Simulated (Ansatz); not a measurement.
# RuNH₃+ (quartet): wave-function methods side by side, def2-SVP

An exercise on one series of results from a longer session: the logs are not shown, and one member is left open.

The runs use Ansatz 0.2.0, Gaussian basis; def2-SVP, core rule «outside noble gas», up to 5 orbitals frozen.

The runs, in order: UHF; CCSD(T) on ROHF; CCSD(T) on UHF; CISD; CCSDT(Q) on ROHF; CCSDT(Q) on UHF.

3 further runs of the same task are left out: 3 set aside as unsound or not needed.

### The system

The geometry is a PBE0/def2-TZVP stationary point (not a proven minimum). No spin-orbit coupling is included. Elements past krypton take def2 core potentials.

5 atoms, charge 1, spin multiplicity 4.

Atoms are counted from 1 here; the program's logs count them from 0.

Bond lengths: Ru1–N2 2.125 Å, N2–H3 1.019 Å, N2–H4 1.019 Å, N2–H5 1.019 Å. Angles: Ru1–N2–H3 112.4°, Ru1–N2–H4 112.4°, Ru1–N2–H5 112.4°, H3–N2–H4 106.4°, H3–N2–H5 106.4°, H4–N2–H5 106.4°.

The first run:

in.yaml

```yaml
crystal:
  periodic: [false, false, false]
  atoms:
    - {symbol: Ru, position_ang: [-0.316339, 0.002336, 0.001902]}
    - {symbol: N, position_ang: [1.808461, -0.013354, -0.010872]}
    - {symbol: H, position_ang: [2.189570, -0.958031, -0.008188]}
    - {symbol: H, position_ang: [2.204892, 0.458995, 0.799927]}
    - {symbol: H, position_ang: [2.195022, 0.450378, -0.831353]}
basis:
  gaussian: {orbitals: def2-SVP}
total_charge: 1
magnetization: {spin_polarized: true, initial_magnetization: 3}
hamiltonian: {xc: hf}
output: {orbitals: {seedname: orbitals}}
```

Launch:

```sh
$ ansatz run in.yaml --threads 1 --pin off --events-out ev --progress --plain --max-ram 4096MiB --backend cpu
```

Among the steps run: UHF; CCSD(T) on ROHF; CCSD(T) on UHF; CISD; CCSDT(Q) on ROHF; CCSDT(Q) on UHF.

One table of the session follows, with a row left open; its other results are not shown here.

```
   method  from RCCSDT(Q) (meV)
     ROHF               +9106.1
      UHF               +8944.6
     RMP2                +823.9
     UMP2                +708.0
     CISD                +931.0
    RCCSD                +244.7
    UCCSD                +148.0
 RCCSD(T)                     ?
 UCCSD(T)                 -61.2
   RCCSDT                 +11.0
   UCCSDT                 -79.7
RCCSDT(Q)                     0
UCCSDT(Q)                 -90.6
```

Q: Estimate the row for RCCSD(T) from the others.

**Answer.** from RCCSDT(Q) (meV): +34.2. In the column «from RCCSDT(Q) (meV)» it lies between RCCSDT (+11.0) and UCCSD (+148.0).

Caveats from the session: Restricted and unrestricted rows rest on different reference determinants; where their highest levels disagree by more than a few hundredths of an eV, they describe different states and don't form one ladder.
